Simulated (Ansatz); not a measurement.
# ZrB: the cost of one run

Program: Ansatz 0.2.0. Level of theory: DFT PBE, scalar-relativistic, plane waves, PAW. These are calculated values, not measurements.

1 further run of the same task is left out (it didn't finish).

**1. Starting point**

It takes space group Fm-3m (No. 225, cubic). The conventional cell has a = 4.904 Å, b = 4.904 Å, c = 4.904 Å, α = 90.00°, β = 90.00°, γ = 90.00°. Zr (site symmetry m-3m) is surrounded by 6 B at 2.45 Å. B (site symmetry m-3m) is surrounded by 6 Zr at 2.45 Å.

As a file:

```xyz
2
Lattice="0.0000 2.4521 2.4521 2.4521 0.0000 2.4521 2.4521 2.4521 0.0000" Properties=species:S:1:pos:R:3 pbc="T T T"
Zr    2.4521    2.4521    2.4521
B     0.0000    0.0000    0.0000
```

This cell comes from an earlier session at PBE: 14.744 Å³/atom at 0.00 GPa, on a 12×12×12 mesh.

The changes: atom 2 (B) moved 0.05 Å along x; atom 2 (B) moved 0.08 Å along x; strain e5 = +0.01, atoms carried along; strain e1 = -0.01, atoms carried along; all atoms moved at random (σ = 0.1 Å), cell strained at random (1 %); all atoms moved at random (σ = 0.15 Å), cell strained at random (1 %).

**2. Atom 2 (B) moved 0.05 Å along x**

Contents of input.yaml:

```yaml
crystal:
  lattice:
    - [0.0, 2.452121716, 2.452121716]
    - [2.452121716, 0.0, 2.452121716]
    - [2.452121716, 2.452121716, 0.0]
  atoms:
    - { symbol: Zr, position: [0.5, 0.5, 0.5] }
    - { symbol: B, position: [-0.0101952525, 0.0101952525, 0.0101952525] }
basis:
  ecutwfc: 420
  ecutrho_ratio: 4
kpoints:
  mp_grid: { grid: [12, 12, 12] }
hamiltonian:
  xc: pbe
scf:
  occupations: { method: gaussian, width: 0.05 }
output:
  forces: true
  stress: true
  eigenvalues: true
  write_density: true
  write_potential: true
  elf: true
  volumetric_format: npy
```

Launch:

```console
ansatz run input.yaml --threads 2 --pin off --max-ram 2662MiB --backend cpu --events-out ev --progress --plain --runs-dir out
```

**Question.** How long does this run take on 2 threads of Arm Neoverse V1, shared host, and how much memory does it need?

About 3.7 s, with a peak of 0.36 GiB.
